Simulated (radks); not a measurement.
**Nuclear size and the levels of Er²⁺**

An exercise on one series of results from a longer session: the logs are not shown, and one member is left open.

The numbers are computed with radks (a radial shooting solver on a logarithmic mesh, Libxc functionals) version 1 (Dirac Kohn-Sham, exchange-only LDA, spin-unpolarised, spherical densities, finite nucleus; open shells fill j = l - 1/2 first), except any that are marked as measured or tabulated.

## Starting point

| Quantity | Value |
| --- | --- |
| element | erbium (Z = 68) |
| charge | +2 |
| electrons | 66 |
| configuration | [Xe] 4f12 |
| nuclear rms radius | 5.2516 fm |

Set-up of the first run:

Input:

```text
Z 68
configuration [Xe] 4f12 6s0 5d0
relativity Dirac
functional lda,
spin unpolarised
j_filling energy
nucleus finite rms 5.2516 fm
c 137.035999084
```

Steps of the session up to this table: rms radius 5.2516 fm.

One of the session's tables, all rows but one given; the rest of the session is left out.

It belongs to the step «rms radius 5.2516 fm». Radial moments (bohr):

| level | <r> | outermost maximum (interpolated) | 90 % within | nodes |
| --- | --- | --- | --- | --- |
| 5s1/2 | 1.254 | 1.11 | 1.82 | 4 |
| 5p1/2 | 1.415 | 1.22 | 2.09 | 3 |
| 5p3/2 | 1.526 | 1.30 | 2.25 | 3 |
| 4f5/2 | 0.8141 | 0.506 | 1.43 | 0 |
| 4f7/2 | ? | ? | ? | ? |
| 6s1/2 | 3.334 | 2.96 | 4.81 | 5 |
| 5d3/2 | 2.448 | 1.89 | 3.84 | 2 |
| 5d5/2 | 2.511 | 1.95 | 3.93 | 2 |

Estimate the missing values for 4f7/2.

**Answer.** <r>: 0.8342; outermost maximum (interpolated): 0.512; 90 % within: 1.47; nodes: 0. In the column «<r>» it lies between 4f5/2 (0.8141) and 5s1/2 (1.254).
